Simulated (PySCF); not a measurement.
# Zr²⁺: excitation energy in x2c-TZVPPall

Wanted: the excitation energy of zirconium, up a ladder of methods.

The numbers are computed with PySCF 2.14.0 (unrestricted determinants in a Gaussian basis, no spin-orbit coupling in the energies), except any that are marked as measured or tabulated.

## Step 1: The system

| Property | Result |
| --- | --- |
| Element | zirconium (Z = 40) |
| Basis | x2c-TZVPPall |
| Hamiltonian | scalar relativity by spin-free X2C-1e |
| State 1 | Zr²⁺: [Kr] 4d1 5s1, high-spin 3D determinant (an excited configuration) |
| Needed too, but not shown | Zr²⁺ [Kr] 4d2 (3F) |
| Methods | UHF, LDA, PBE, PBE0, r2SCAN, M06-L, CAM-B3LYP, BHandHLYP, BLYP, MP2 |
| Core shells frozen in the correlated runs | valence: [Kr]; valence and next inner shell: [Ar] 3d10 (for Zr²⁺) |

Outer shells as boxes (Hund's rule):

Zr2+ [Kr] 4d1 5s1
```
[Kr] core
4d [↑ ][  ][  ][  ][  ]
5s [↑ ]
```

The runs were made by one driver on top of PySCF. The scripts below sum up each run's settings (the driver also hands on starting orbitals that pick excited configurations, and frozen orbitals as a list rather than a count), and the logs come from the driver's own runs. The driver starts from symmetry-adapted Hartree-Fock orbitals, holds the occupation by maximum overlap and uses a logarithmic radial grid for functionals, so a plain start would take other cycles.

The integrals over 79 functions and the set-up took 1.8 s of CPU time.

## Step 2: Zr²⁺ [Kr] 4d1 5s1, method by method

#### UHF

Contents of input.py:

```python
from pyscf import gto, scf, dft, mp, cc
import basis_set_exchange as bse
mol = gto.M(atom="Zr 0 0 0", charge=2, spin=2, symmetry="D2h",
            basis=gto.basis.parse(bse.get_basis("x2c-TZVPPall", elements=["Zr"], fmt="nwchem")),
            nucmod="G")
mf = scf.UHF(mol).sfx2c1e()
mf.irrep_nelec = {'Ag': (7, 6), 'B1g': (2, 1), 'B2g': (1, 1), 'B3g': (1, 1), 'B1u': (3, 3), 'B2u': (3, 3), 'B3u': (3, 3)}
mf.kernel()
```

Standard output:

```text
damping factor = 0
level_shift factor = 0
DIIS = <class 'pyscf.scf.diis.CDIIS'>
diis_start_cycle = 1
diis_space = 10
diis_damp = 0
SCF conv_tol = 1e-09
SCF conv_tol_grad = None
number electrons alpha = 20  beta = 18
cycle= 1 E= -3595.45566924152  delta_E= -0.0038  |g|= 0.0197  |ddm|= 0.0505
cycle= 2 E= -3595.45584033967  delta_E= -0.000171  |g|= 0.00493  |ddm|= 0.0115
cycle= 3 E= -3595.45585851719  delta_E= -1.82e-05  |g|= 0.00108  |ddm|= 0.00717
cycle= 4 E= -3595.45586707648  delta_E= -8.56e-06  |g|= 0.00131  |ddm|= 0.00616
cycle= 5 E= -3595.45586243972  delta_E= 4.64e-06  |g|= 0.00115  |ddm|= 0.00315
cycle= 6 E= -3595.455848192  delta_E= 1.42e-05  |g|= 8.36e-05  |ddm|= 0.0203
cycle= 7 E= -3595.45584818626  delta_E= 5.75e-09  |g|= 1.88e-05  |ddm|= 0.000606
cycle= 8 E= -3595.45584818627  delta_E= -6.82e-12  |g|= 3.45e-06  |ddm|= 0.000105
converged SCF energy = -3595.45584818627  <S^2> = 2.00283  2S+1 = 3.0018861
```

CPU time 11 s on a shared host, the integrals not counted.

Orbital energies by shell (radii are means over both spins):

| shell | electrons | mean orbital energy (eV) | spread (eV) | rms radius (bohr) |
| --- | --- | --- | --- | --- |
| 1s α | 1 | -18116.2 | 0 | 0.0426 |
| 1s β | 1 | -18116.2 | 0 | 0.0426 |
| 2s α | 1 | -2598.5 | 0 | 0.176 |
| 2s β | 1 | -2598.2 | 0 | 0.176 |
| 2p α | 3 | -2313.7 | 0.009 | 0.157 |
| 2p β | 3 | -2313.5 | 0.187 | 0.157 |
| 3s α | 1 | -472.88 | 0 | 0.487 |
| 3s β | 1 | -472.65 | 0 | 0.487 |
| 3p α | 3 | -377.25 | 0.261 | 0.496 |
| 3p β | 3 | -377.09 | 0.408 | 0.496 |
| 3d α | 5 | -219.98 | 0.818 | 0.495 |
| 3d β | 5 | -219.68 | 0.470 | 0.495 |
| 4s α | 1 | -87.165 | 0 | 1.29 |
| 4s β | 1 | -85.647 | 0 | 1.29 |
| 4p α | 3 | -59.418 | 0.890 | 1.45 |
| 4p β | 3 | -57.655 | 1.292 | 1.45 |
| 4d α | 1 | -25.622 | 0 | 2.07 |
| 5s α | 1 | -20.102 | 0 | 3.44 |

⟨S²⟩ = 2.003, ⟨L²⟩ = 6.03.

Spin-orbit constants on these orbitals (cm⁻¹; bare nucleus, screened nucleus, mean field): 4d 672.0, 504.0, 458.0. To first order in LS coupling the lowest level has J = 1 and lies 0.0852 eV below the centre of the term.

#### LDA

Changes to input.py:

```diff
@@ -5,3 +5,3 @@
             nucmod="G")
-mf = scf.UHF(mol).sfx2c1e()
+mf = dft.UKS(mol, xc="LDA,VWN").sfx2c1e()
 mf.irrep_nelec = {'Ag': (7, 6), 'B1g': (2, 1), 'B2g': (1, 1), 'B3g': (1, 1), 'B1u': (3, 3), 'B2u': (3, 3), 'B3u': (3, 3)}
```

Standard output:

```text
damping factor = 0
level_shift factor = 0
DIIS = <class 'pyscf.scf.diis.CDIIS'>
diis_start_cycle = 1
diis_space = 10
diis_damp = 0
SCF conv_tol = 1e-09
SCF conv_tol_grad = None
number electrons alpha = 20  beta = 18
XC functionals = LDA,VWN
    P. A. M. Dirac.,  Math. Proc. Cambridge Philos. Soc. 26, 376 (1930)
    F. Bloch.,  Z. Phys. 57, 545 (1929)
    S. H. Vosko, L. Wilk, and M. Nusair.,  Can. J. Phys. 58, 1200 (1980)
cycle= 1 E= -3592.95232648816  delta_E= -0.015  |g|= 0.101  |ddm|= 0.407
cycle= 2 E= -3592.95281501258  delta_E= -0.000489  |g|= 0.0488  |ddm|= 0.0367
cycle= 3 E= -3592.95296222787  delta_E= -0.000147  |g|= 0.00412  |ddm|= 0.0171
cycle= 4 E= -3592.95296563797  delta_E= -3.41e-06  |g|= 0.000142  |ddm|= 0.00522
cycle= 5 E= -3592.95296564411  delta_E= -6.15e-09  |g|= 1.03e-05  |ddm|= 0.000225
cycle= 6 E= -3592.95296564415  delta_E= -3.32e-11  |g|= 1.77e-07  |ddm|= 1.47e-05
converged SCF energy = -3592.95296564415  <S^2> = 2.0003224  2S+1 = 3.0002149
```

It used 1.1 s of CPU time after the integrals (shared host).

#### PBE

Changes to input.py:

```diff
@@ -5,3 +5,3 @@
             nucmod="G")
-mf = dft.UKS(mol, xc="LDA,VWN").sfx2c1e()
+mf = dft.UKS(mol, xc="PBE").sfx2c1e()
 mf.irrep_nelec = {'Ag': (7, 6), 'B1g': (2, 1), 'B2g': (1, 1), 'B3g': (1, 1), 'B1u': (3, 3), 'B2u': (3, 3), 'B3u': (3, 3)}
```

Standard output:

```text
damping factor = 0
level_shift factor = 0
DIIS = <class 'pyscf.scf.diis.CDIIS'>
diis_start_cycle = 1
diis_space = 10
diis_damp = 0
SCF conv_tol = 1e-09
SCF conv_tol_grad = None
number electrons alpha = 20  beta = 18
XC functionals = PBE
    J. P. Perdew, K. Burke, and M. Ernzerhof.,  Phys. Rev. Lett. 77, 3865 (1996)
    J. P. Perdew, K. Burke, and M. Ernzerhof.,  Phys. Rev. Lett. 78, 1396 (1997)
    J. P. Perdew, K. Burke, and M. Ernzerhof.,  Phys. Rev. Lett. 77, 3865 (1996)
    J. P. Perdew, K. Burke, and M. Ernzerhof.,  Phys. Rev. Lett. 78, 1396 (1997)
cycle= 1 E= -3597.02467208848  delta_E= -0.0103  |g|= 0.069  |ddm|= 0.333
cycle= 2 E= -3597.0249464658  delta_E= -0.000274  |g|= 0.0306  |ddm|= 0.0304
cycle= 3 E= -3597.02500240951  delta_E= -5.59e-05  |g|= 0.00268  |ddm|= 0.00921
cycle= 4 E= -3597.02500378107  delta_E= -1.37e-06  |g|= 0.000137  |ddm|= 0.00342
cycle= 5 E= -3597.02500378681  delta_E= -5.74e-09  |g|= 1.52e-05  |ddm|= 0.000206
cycle= 6 E= -3597.02500378688  delta_E= -6.73e-11  |g|= 4.45e-07  |ddm|= 2.7e-05
converged SCF energy = -3597.02500378688  <S^2> = 2.0006123  2S+1 = 3.0004082
```

It used 1.9 s of CPU time after the integrals (shared host).

#### PBE0

Changes to input.py:

```diff
@@ -5,3 +5,3 @@
             nucmod="G")
-mf = dft.UKS(mol, xc="PBE").sfx2c1e()
+mf = dft.UKS(mol, xc="PBE0").sfx2c1e()
 mf.irrep_nelec = {'Ag': (7, 6), 'B1g': (2, 1), 'B2g': (1, 1), 'B3g': (1, 1), 'B1u': (3, 3), 'B2u': (3, 3), 'B3u': (3, 3)}
```

Standard output:

```text
damping factor = 0
level_shift factor = 0
DIIS = <class 'pyscf.scf.diis.CDIIS'>
diis_start_cycle = 1
diis_space = 10
diis_damp = 0
SCF conv_tol = 1e-09
SCF conv_tol_grad = None
number electrons alpha = 20  beta = 18
XC functionals = PBE0
    C. Adamo and V. Barone.,  J. Chem. Phys. 110, 6158 (1999)
    M. Ernzerhof and G. E. Scuseria.,  J. Chem. Phys. 110, 5029 (1999)
cycle= 1 E= -3597.10509730885  delta_E= -0.00687  |g|= 0.04  |ddm|= 0.259
cycle= 2 E= -3597.1064475002  delta_E= -0.00135  |g|= 0.0205  |ddm|= 0.211
cycle= 3 E= -3597.11270519514  delta_E= -0.00626  |g|= 0.0335  |ddm|=  0.6
cycle= 4 E= -3597.10516991984  delta_E= 0.00754  |g|= 0.0061  |ddm|= 0.458
cycle= 5 E= -3597.10517261869  delta_E= -2.7e-06  |g|= 0.00233  |ddm|= 0.0084
cycle= 6 E= -3597.10516805276  delta_E= 4.57e-06  |g|= 0.00063  |ddm|= 0.0134
cycle= 7 E= -3597.10516821743  delta_E= -1.65e-07  |g|= 0.00013  |ddm|= 0.00243
cycle= 8 E= -3597.10516821051  delta_E= 6.91e-09  |g|= 9.48e-06  |ddm|= 0.000664
cycle= 9 E= -3597.10516823228  delta_E= -2.18e-08  |g|= 5.09e-05  |ddm|= 0.00071
cycle= 10 E= -3597.10516820999  delta_E= 2.23e-08  |g|= 7.46e-07  |ddm|= 0.000835
cycle= 11 E= -3597.10516820998  delta_E= 5.46e-12  |g|= 7.23e-08  |ddm|= 6.1e-06
converged SCF energy = -3597.10516820998  <S^2> = 2.000949  2S+1 = 3.0006326
```

CPU time 3.6 s on a shared host, the integrals not counted.

#### r2SCAN

Changes to input.py:

```diff
@@ -5,3 +5,3 @@
             nucmod="G")
-mf = dft.UKS(mol, xc="PBE0").sfx2c1e()
+mf = dft.UKS(mol, xc="R2SCAN").sfx2c1e()
 mf.irrep_nelec = {'Ag': (7, 6), 'B1g': (2, 1), 'B2g': (1, 1), 'B3g': (1, 1), 'B1u': (3, 3), 'B2u': (3, 3), 'B3u': (3, 3)}
```

Standard output:

```text
damping factor = 0
level_shift factor = 0
DIIS = <class 'pyscf.scf.diis.CDIIS'>
diis_start_cycle = 1
diis_space = 10
diis_damp = 0
SCF conv_tol = 1e-09
SCF conv_tol_grad = None
number electrons alpha = 20  beta = 18
XC functionals = R2SCAN
    J. W. Furness, A. D. Kaplan, J. Ning, J. P. Perdew, and J. Sun.,  J. Phys. Chem. Lett. 11, 8208-8215 (2020)
    J. W. Furness, A. D. Kaplan, J. Ning, J. P. Perdew, and J. Sun.,  J. Phys. Chem. Lett. 11, 9248-9248 (2020)
    J. W. Furness, A. D. Kaplan, J. Ning, J. P. Perdew, and J. Sun.,  J. Phys. Chem. Lett. 11, 8208-8215 (2020)
    J. W. Furness, A. D. Kaplan, J. Ning, J. P. Perdew, and J. Sun.,  J. Phys. Chem. Lett. 11, 9248-9248 (2020)
cycle= 1 E= -3597.40956233144  delta_E= -0.00838  |g|= 0.0519  |ddm|= 0.253
cycle= 2 E= -3597.40972645638  delta_E= -0.000164  |g|= 0.0232  |ddm|= 0.0342
cycle= 3 E= -3597.40976071696  delta_E= -3.43e-05  |g|= 0.00202  |ddm|= 0.00912
cycle= 4 E= -3597.40976148073  delta_E= -7.64e-07  |g|= 0.000206  |ddm|= 0.00312
cycle= 5 E= -3597.40976149599  delta_E= -1.53e-08  |g|= 1.64e-05  |ddm|= 0.000763
cycle= 6 E= -3597.40976149611  delta_E= -1.17e-10  |g|= 1.54e-06  |ddm|= 7.76e-05
converged SCF energy = -3597.40976149611  <S^2> = 2.0014781  2S+1 = 3.0009852
```

It used 4.1 s of CPU time after the integrals (shared host).

#### M06-L

Changes to input.py:

```diff
@@ -5,3 +5,3 @@
             nucmod="G")
-mf = dft.UKS(mol, xc="R2SCAN").sfx2c1e()
+mf = dft.UKS(mol, xc="M06L").sfx2c1e()
 mf.irrep_nelec = {'Ag': (7, 6), 'B1g': (2, 1), 'B2g': (1, 1), 'B3g': (1, 1), 'B1u': (3, 3), 'B2u': (3, 3), 'B3u': (3, 3)}
```

Standard output:

```text
damping factor = 0
level_shift factor = 0
DIIS = <class 'pyscf.scf.diis.CDIIS'>
diis_start_cycle = 1
diis_space = 10
diis_damp = 0
SCF conv_tol = 1e-09
SCF conv_tol_grad = None
number electrons alpha = 20  beta = 18
XC functionals = M06L
    Y. Zhao and D. G. Truhlar.,  J. Chem. Phys. 125, 194101 (2006)
    Y. Zhao and D. G. Truhlar.,  J. Chem. Phys. 125, 194101 (2006)
    Y. Zhao and D. G. Truhlar.,  Theor. Chem. Acc. 120, 215 (2008)
cycle= 1 E= -3597.2809920206  delta_E= -0.00627  |g|= 0.0194  |ddm|= 0.304
cycle= 2 E= -3597.28104381699  delta_E= -5.18e-05  |g|= 0.00495  |ddm|= 0.0209
cycle= 3 E= -3597.28104632217  delta_E= -2.51e-06  |g|= 0.000415  |ddm|= 0.00403
cycle= 4 E= -3597.28104635743  delta_E= -3.53e-08  |g|= 7.74e-05  |ddm|= 0.000649
cycle= 5 E= -3597.2810463581  delta_E= -6.64e-10  |g|= 2.7e-05  |ddm|= 0.000113
converged SCF energy = -3597.2810463581  <S^2> = 2.0013091  2S+1 = 3.0008726
```

CPU time 3.6 s on a shared host, the integrals not counted.

#### CAM-B3LYP

Changes to input.py:

```diff
@@ -5,3 +5,3 @@
             nucmod="G")
-mf = dft.UKS(mol, xc="M06L").sfx2c1e()
+mf = dft.UKS(mol, xc="CAMB3LYP").sfx2c1e()
 mf.irrep_nelec = {'Ag': (7, 6), 'B1g': (2, 1), 'B2g': (1, 1), 'B3g': (1, 1), 'B1u': (3, 3), 'B2u': (3, 3), 'B3u': (3, 3)}
```

Standard output:

```text
damping factor = 0
level_shift factor = 0
DIIS = <class 'pyscf.scf.diis.CDIIS'>
diis_start_cycle = 1
diis_space = 10
diis_damp = 0
SCF conv_tol = 1e-09
SCF conv_tol_grad = None
number electrons alpha = 20  beta = 18
XC functionals = CAMB3LYP
    T. Yanai, D. P. Tew, and N. C. Handy.,  Chem. Phys. Lett. 393, 51 (2004)
cycle= 1 E= -3597.62608034561  delta_E= -0.00867  |g|= 0.0513  |ddm|= 0.273
cycle= 2 E= -3597.62727526411  delta_E= -0.00119  |g|= 0.0241  |ddm|= 0.107
cycle= 3 E= -3597.63021483158  delta_E= -0.00294  |g|= 0.0212  |ddm|= 0.158
cycle= 4 E= -3597.62616962411  delta_E= 0.00405  |g|= 0.00462  |ddm|= 0.281
cycle= 5 E= -3597.62601770066  delta_E= 0.000152  |g|= 0.00152  |ddm|= 0.0716
cycle= 6 E= -3597.62601843765  delta_E= -7.37e-07  |g|= 0.00103  |ddm|= 0.00127
cycle= 7 E= -3597.62601660117  delta_E= 1.84e-06  |g|= 0.000321  |ddm|= 0.00876
cycle= 8 E= -3597.62601663468  delta_E= -3.35e-08  |g|= 6.17e-06  |ddm|= 0.000936
cycle= 9 E= -3597.62601663459  delta_E= 9.82e-11  |g|= 1.53e-06  |ddm|= 6.44e-05
converged SCF energy = -3597.62601663459  <S^2> = 2.000754  2S+1 = 3.0005026
```

CPU time 5.4 s on a shared host, the integrals not counted.

#### BHandHLYP

Changes to input.py:

```diff
@@ -5,3 +5,3 @@
             nucmod="G")
-mf = dft.UKS(mol, xc="CAMB3LYP").sfx2c1e()
+mf = dft.UKS(mol, xc="BHANDHLYP").sfx2c1e()
 mf.irrep_nelec = {'Ag': (7, 6), 'B1g': (2, 1), 'B2g': (1, 1), 'B3g': (1, 1), 'B1u': (3, 3), 'B2u': (3, 3), 'B3u': (3, 3)}
```

Standard output:

```text
damping factor = 0
level_shift factor = 0
DIIS = <class 'pyscf.scf.diis.CDIIS'>
diis_start_cycle = 1
diis_space = 10
diis_damp = 0
SCF conv_tol = 1e-09
SCF conv_tol_grad = None
number electrons alpha = 20  beta = 18
XC functionals = BHANDHLYP
    A. D. Becke.,  J. Chem. Phys. 98, 1372 (1993)
    Defined through Gaussian implementation.
cycle= 1 E= -3597.43267473495  delta_E= -0.0052  |g|= 0.026  |ddm|= 0.21
cycle= 2 E= -3597.43351516955  delta_E= -0.00084  |g|= 0.013  |ddm|= 0.095
cycle= 3 E= -3597.43636277175  delta_E= -0.00285  |g|= 0.0208  |ddm|= 0.171
cycle= 4 E= -3597.43267787163  delta_E= 0.00368  |g|= 0.00364  |ddm|= 0.286
cycle= 5 E= -3597.43261516478  delta_E= 6.27e-05  |g|= 0.00108  |ddm|= 0.0571
cycle= 6 E= -3597.43260894177  delta_E= 6.22e-06  |g|= 0.000914  |ddm|= 0.012
cycle= 7 E= -3597.4326090228  delta_E= -8.1e-08  |g|= 7.46e-05  |ddm|= 0.00349
cycle= 8 E= -3597.43260901554  delta_E= 7.26e-09  |g|= 2.6e-05  |ddm|= 0.00061
cycle= 9 E= -3597.43260901562  delta_E= -7.55e-11  |g|= 6.28e-07  |ddm|= 0.000105
converged SCF energy = -3597.43260901562  <S^2> = 2.0011308  2S+1 = 3.0007538
```

It used 3 s of CPU time after the integrals (shared host).

#### BLYP

Changes to input.py:

```diff
@@ -5,3 +5,3 @@
             nucmod="G")
-mf = dft.UKS(mol, xc="BHANDHLYP").sfx2c1e()
+mf = dft.UKS(mol, xc="BLYP").sfx2c1e()
 mf.irrep_nelec = {'Ag': (7, 6), 'B1g': (2, 1), 'B2g': (1, 1), 'B3g': (1, 1), 'B1u': (3, 3), 'B2u': (3, 3), 'B3u': (3, 3)}
```

Standard output:

```text
damping factor = 0
level_shift factor = 0
DIIS = <class 'pyscf.scf.diis.CDIIS'>
diis_start_cycle = 1
diis_space = 10
diis_damp = 0
SCF conv_tol = 1e-09
SCF conv_tol_grad = None
number electrons alpha = 20  beta = 18
XC functionals = BLYP
    A. D. Becke.,  Phys. Rev. A 38, 3098 (1988)
    C. Lee, W. Yang, and R. G. Parr.,  Phys. Rev. B 37, 785 (1988)
    B. Miehlich, A. Savin, H. Stoll, and H. Preuss.,  Chem. Phys. Lett. 157, 200 (1989)
cycle= 1 E= -3597.53908051231  delta_E= -0.0114  |g|= 0.0761  |ddm|= 0.361
cycle= 2 E= -3597.5393850317  delta_E= -0.000305  |g|= 0.0354  |ddm|= 0.0301
cycle= 3 E= -3597.53946109314  delta_E= -7.61e-05  |g|= 0.00304  |ddm|= 0.0115
cycle= 4 E= -3597.53946292277  delta_E= -1.83e-06  |g|= 0.000143  |ddm|= 0.00383
cycle= 5 E= -3597.53946292897  delta_E= -6.2e-09  |g|= 1.35e-05  |ddm|= 0.000238
cycle= 6 E= -3597.53946292903  delta_E= -5.82e-11  |g|= 3.33e-07  |ddm|= 2.27e-05
converged SCF energy = -3597.53946292903  <S^2> = 2.000463  2S+1 = 3.0003086
```

It used 1.8 s of CPU time after the integrals (shared host).

## Step 3: Zr²⁺ [Kr] 4d1 5s1, continued

#### MP2 (valence)

input.py: that of step 2 with these lines changed.

```diff
@@ -5,4 +5,5 @@
             nucmod="G")
-mf = dft.UKS(mol, xc="BLYP").sfx2c1e()
+mf = scf.UHF(mol).sfx2c1e()
 mf.irrep_nelec = {'Ag': (7, 6), 'B1g': (2, 1), 'B2g': (1, 1), 'B3g': (1, 1), 'B1u': (3, 3), 'B2u': (3, 3), 'B3u': (3, 3)}
 mf.kernel()
+mp.UMP2(mf, frozen=18).kernel()
```

This step left no log, only its results.

CPU time 0.06 s on a shared host, the integrals not counted.

With 2 electrons correlated, the MP2 correlation energy is -0.00405 hartree (-0.00405 same spin, 0.00000 opposite spin); the SCS form gives -0.00135. Largest pairs of shells: 4d-5s -0.0040, 5s-5s 0.0000, 4d-4d 0.0000.

#### MP2 (valence and next inner shell)

Changes to input.py:

```diff
@@ -8,2 +8,2 @@
 mf.kernel()
-mp.UMP2(mf, frozen=18).kernel()
+mp.UMP2(mf, frozen=14).kernel()
```

The driver printed no log here.

It used 0.28 s of CPU time after the integrals (shared host).

With 10 electrons correlated, the MP2 correlation energy is -0.21047 hartree (-0.06235 same spin, -0.14812 opposite spin); the SCS form gives -0.19853. Largest pairs of shells: 4p-4p -0.1170, 4p-4d -0.0303, 4s-4p -0.0275, 4p-5s -0.0211, 4s-4s -0.0060.

Radial density 4πr²ρ of Zr²⁺ at UHF, without picture-change correction:

| r (bohr) | density | spin density |
| --- | --- | --- |
| 0.000614 | 0.412 | 0.000 |
| 0.00103 | 1.00 | 0.000 |
| 0.00174 | 2.41 | 0.000 |
| 0.00292 | 5.56 | 0.001 |
| 0.00491 | 12.1 | 0.002 |
| 0.00826 | 23.9 | 0.003 |
| 0.0139 | 39.8 | 0.005 |
| 0.0234 | 50.3 | 0.004 |
| 0.0393 | 45.3 | -0.001 |
| 0.0661 | 45.1 | 0.001 |
| 0.111 | 61.6 | 0.028 |
| 0.187 | 42.6 | 0.073 |
| 0.315 | 43.4 | 0.134 |
| 0.529 | 30.5 | 0.004 |
| 0.891 | 9.51 | 0.263 |
| 1.50 | 6.25 | 0.596 |
| 2.52 | 1.12 | 0.658 |
| 4.24 | 0.236 | 0.235 |
| 7.13 | 0.00164 | 0.002 |

## Step 4: The energy differences

Excitation energy: Zr²⁺ [Kr] 4d2 (3F) → Zr²⁺ [Kr] 4d1 5s1 (3D).

| method | value (eV) |
| --- | --- |
| UHF | 2.370 |
| LDA | 2.161 |
| PBE | 2.369 |
| PBE0 | 2.507 |
| r2SCAN | 2.619 |
| M06-L | 3.214 |
| CAM-B3LYP | 2.331 |
| BHandHLYP | 2.429 |
| BLYP | 2.197 |
| MP2 (valence) | 2.355 |
| SCS-MP2 (valence) | 2.365 |
| MP2 (valence and next inner shell) | 2.136 |
| SCS-MP2 (valence and next inner shell) | 2.218 |

A first-order spin-orbit estimate (lowest level to lowest level, LS coupling) adds 0.019 eV.

The differences also use runs on Zr²⁺ [Kr] 4d2 (3F), which are not shown here.

## Step 5: Results

| quantity | value |
| --- | --- |
| excitation energy, Zr²⁺ → [Kr] 4d1 5s1 | UHF 2.370, MP2 (valence and next inner shell) 2.136 eV |

**Reading.** The methods span 1.078 eV, from MP2 (valence and next inner shell) (2.136) to M06-L (3.214). No reference value is at hand in this session. The basis is finite, and no extrapolation was made.
